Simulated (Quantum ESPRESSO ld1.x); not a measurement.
# Fe²⁺ in [Ne] 3s2 3p5 3d6 4p1: an all-electron calculation

What are the levels of the iron ion Fe2+, how large are its shells, and how does its energy divide?

The numbers are computed with Quantum ESPRESSO ld1.x 7.5 (scalar-relativistic Kohn-Sham, LDA (Slater exchange, Perdew-Zunger correlation), spin-unpolarised, spherical densities, point nucleus), except any that are marked as measured or tabulated.

### Step 1. The system

| Property | Result |
| --- | --- |
| element | iron (Z = 26) |
| charge | +2 |
| electrons | 24 |
| configuration | [Ne] 3s2 3p5 3d6 4p1 |

Outer shells as boxes (Hund's rule):

Fe²⁺
```
[Ne] core
3s [↑↓]
3p [↑↓][↑↓][↑ ]
3d [↑↓][↑ ][↑ ][↑ ][↑ ]
4p [↑ ][  ][  ]
```

### Step 2. The run

ld1.in reads:

```fortran
 &input
    zed=26.0,
    iswitch=1,
    rel=1,
    dft='PZ',
    config='[Ne] 3s2 3p5 3d6 4p1',
    verbosity='high',
    prefix='ld1',
    max_out_wfc=37,
    file_charge='ld1.rho',
 /
```

Q: Predict the outcome of this run.

**Answer**, as computed:

```
                        quantity                value
                    total energy   -1266.7786 hartree
exchange-correlation share of it               4.13 %
                            −T/E               1.0115
          highest occupied level       4p, -17.101 eV
    most extended occupied level  4p, <r> = 2.77 bohr
 radius at density 0.001 e/bohr³            3.85 bohr
    maxima of the radial density                    3
```

What this shows: The radial density shows 3 maxima for 4 occupied principal shells; where shells overlap, one shows as a shoulder or not at all. −T/E is 1.012: with relativity the kinetic term as defined here no longer equals −E. This is not the tabulated ground configuration, so its levels and sizes aren't those of the ground state, and no measured value stands beside it.
